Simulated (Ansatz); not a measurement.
# S3O: the cost of one run

Computed with Ansatz 0.2.0 (DFT PBE+D3(BJ), scalar-relativistic, plane waves, PAW, unless a step's input says otherwise).

### 1 The starting structure

Symmetry: Fm-3m, No. 225, cubic system. The conventional cell has a = 7.391 Å, b = 7.391 Å, c = 7.391 Å, α = 90.00°, β = 90.00°, γ = 90.00°. S (site symmetry 4mm) is surrounded by 1 O at 0.73 Å. O (site symmetry m-3m) has 6 S at 0.73 Å in its first shell of neighbours. O (site symmetry m-3m) has 6 S at 2.97 Å in its first shell of neighbours.

Coordinates:

```cif
data_structure
_symmetry_space_group_name_H-M 'Fm-3m'
_symmetry_Int_Tables_number 225
_cell_length_a 7.3907
_cell_length_b 7.3907
_cell_length_c 7.3907
_cell_angle_alpha 90.000
_cell_angle_beta 90.000
_cell_angle_gamma 90.000
_cell_volume 403.70
loop_
_atom_site_label
_atom_site_type_symbol
_atom_site_symmetry_multiplicity
_atom_site_Wyckoff_symbol
_atom_site_fract_x
_atom_site_fract_y
_atom_site_fract_z
_atom_site_occupancy
S1 S 24 e 0.40133 0.00000 0.00000 1
O1 O 4 b 0.50000 0.00000 0.00000 1
O2 O 4 a 0.00000 0.00000 0.00000 1
```

The cell is invented: random cell by space group and Wyckoff sites (Fm-3m, No. 225). Lengths come from tabulated atomic sizes and are only a guess.

### 2 Probe: one point on a coarse mesh

input.yaml

```yaml
crystal:
  lattice:
    - [0.0, 3.69535426, 3.69535426]
    - [3.69535426, 0.0, 3.69535426]
    - [3.69535426, 3.69535426, 0.0]
  atoms:
    - { symbol: S, position: [0.59866812, 0.40133188, 0.40133188] }
    - { symbol: S, position: [0.40133188, 0.59866812, 0.59866812] }
    - { symbol: S, position: [0.40133188, 0.59866812, 0.40133188] }
    - { symbol: S, position: [0.59866812, 0.40133188, 0.59866812] }
    - { symbol: S, position: [0.40133188, 0.40133188, 0.59866812] }
    - { symbol: S, position: [0.59866812, 0.59866812, 0.40133188] }
    - { symbol: O, position: [0.5, 0.5, 0.5] }
    - { symbol: O, position: [0.0, 0.0, 0.0] }
basis:
  ecutwfc: 420
kpoints:
  mp_grid: { grid: [4, 4, 4] }
hamiltonian:
  xc: pbe
  dispersion: d3bj
scf:
  occupations: { method: gaussian, width: 0.1 }
  lower_state_search: "off"
output:
  forces: true
  stress: true
  eigenvalues: true
```

Command:

```sh
$ ansatz run input.yaml --threads 1 --pin off --max-ram 2560MiB --backend cpu --events-out ev --progress --plain --runs-dir out
```

What time and memory should one allow on 1 thread of Intel Xeon at 2.50GHz (Skylake/Cascade Lake), shared host?

About 17 s, with a peak of 0.36 GiB.
